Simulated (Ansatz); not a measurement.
**GaCl₂O radical: one species, many methods**

Aim: compute GaCl₂O radical with functionals from several rungs and with coupled cluster, and see how far each lands from CCSD(T) at the basis-set limit for the atomisation energy.

Method: functionals in def2-TZVPP, the program's frozen cores in correlated methods; program: Ansatz 0.2.0, Gaussian basis.

Levels to be run: LDA (SPW92), PBE-D4, revPBE-D4, BLYP-D4, r2SCAN-D4, B97M-V, PBE0-D4, B3LYP-D4, r2SCANh-D4, r2SCAN0-D4, HSE06-D4, BHLYP-D4, CAM-B3LYP-D4, LC-ωPBE, ωB97X-V, ωB97M-V, B2PLYP, PBE-QIDH; CCSD(T)/def2-SVP; CCSD(T)/def2-TZVPP; MP2/def2-QZVPP; extrapolation to the limit; RPA on PBE.

**1. The relaxed structure**

All runs share one geometry, relaxed beforehand with PBE0-D4 in a triple-zeta def2 set.

SMILES `[O][Ga]([Cl])[Cl]`, 4 atoms, charge 0, spin multiplicity 2.

Atoms are counted from 1 here; the program's logs count them from 0.

Bond lengths: O1–Ga2 1.794 Å, Ga2–Cl3 2.110 Å, Ga2–Cl4 2.110 Å. Angles: O1–Ga2–Cl3 118.5°, O1–Ga2–Cl4 118.5°, Cl3–Ga2–Cl4 123.0°.

**2. LDA**

This LDA is Slater exchange with PW92 correlation.

in.yaml

```yaml
crystal:
  periodic: [false, false, false]
  atoms:
    - {symbol: O, position_ang: [0.746266, 1.055740, 1.312082]}
    - {symbol: Ga, position_ang: [0.035786, 0.016890, 0.034214]}
    - {symbol: Cl, position_ang: [0.760358, -1.952878, -0.180882]}
    - {symbol: Cl, position_ang: [-1.486810, 0.819847, -1.185714]}
basis:
  gaussian: {orbitals: def2-TZVPP}
magnetization: {spin_polarized: true, initial_magnetization: 1}
hamiltonian: {xc: lda}
output: {orbitals: {seedname: orbitals}}
```

The runs that follow: PBE-D4 (GGA); revPBE-D4 (GGA); BLYP-D4 (GGA); r2SCAN-D4 (meta-GGA); B97M-V (meta-GGA); PBE0-D4 (hybrid); B3LYP-D4 (hybrid); r2SCANh-D4 (hybrid); r2SCAN0-D4 (hybrid); HSE06-D4 (hybrid); BHLYP-D4 (hybrid); CAM-B3LYP-D4 (range-separated); LC-ωPBE-D4 (range-separated); ωB97X-V (range-separated); ωB97M-V (range-separated); B2PLYP (double hybrid); PBE-QIDH (double hybrid); CCSD(T) in def2-SVP; CCSD(T) in def2-TZVPP; MP2 in def2-QZVPP; RPA on PBE orbitals.

Before running them: what should the planned runs give, taken together? Wanted: atomisation energy, CCSD(T)/CBS; farthest beyond LDA; mean size of error, GGA; mean size of error, meta-GGA; mean size of error, hybrid; mean size of error, range-separated; mean size of error, double hybrid; gap, smallest and largest; T1 diagnostic.

As calculated:

```
                               quantity                                                      value
        atomisation energy, CCSD(T)/CBS                                              1044.7 kJ/mol
 functionals within 10.4 kJ/mol (1.0 %)  PBE0-D4, r2SCAN0-D4, HSE06-D4, LC-ωPBE, ωB97M-V, PBE-QIDH
                    farthest beyond LDA                                    BHLYP-D4 (-67.1 kJ/mol)
                mean size of error, GGA                                                24.3 kJ/mol
           mean size of error, meta-GGA                                                30.7 kJ/mol
             mean size of error, hybrid                                                21.2 kJ/mol
    mean size of error, range-separated                                                 9.2 kJ/mol
      mean size of error, double hybrid                                                17.4 kJ/mol
              gap, smallest and largest                  0.40 eV (LDA (SPW92)), 10.32 eV (LC-ωPBE)
                          T1 diagnostic                                                     0.0135
triples share of the correlation energy                                                      4.0 %
```

What this shows: The LDA atomisation energy is off by 196.4 kJ/mol (19 %): it overbinds. PBE-D4 misses by +32.5 kJ/mol. Double hybrids carry the basis error of their MP2 part in triple zeta, and no dispersion term here, so their miss is partly the set-up's. Taken by rung, range-separated functionals do best (9.2 kJ/mol on average) and meta-GGA ones worst beyond LDA (30.7 kJ/mol). RPA and LDA stand outside this count. The reference freezes the cores and leaves out relativity and excitations past (T), and its outer-core shells are covered unevenly, so misses under about 10.4 kJ/mol can't be ranked. Hartree-Fock recovers 70 % of the binding; the rest is correlation. CCSD(T) in def2-SVP is off by -85.2 kJ/mol, worse than the median functional, from the basis alone. Orbital gaps span 0.4 to 10.3 eV; exact exchange widens them. Correlated methods include outer-core shells of Ga, which these sets cover unevenly.
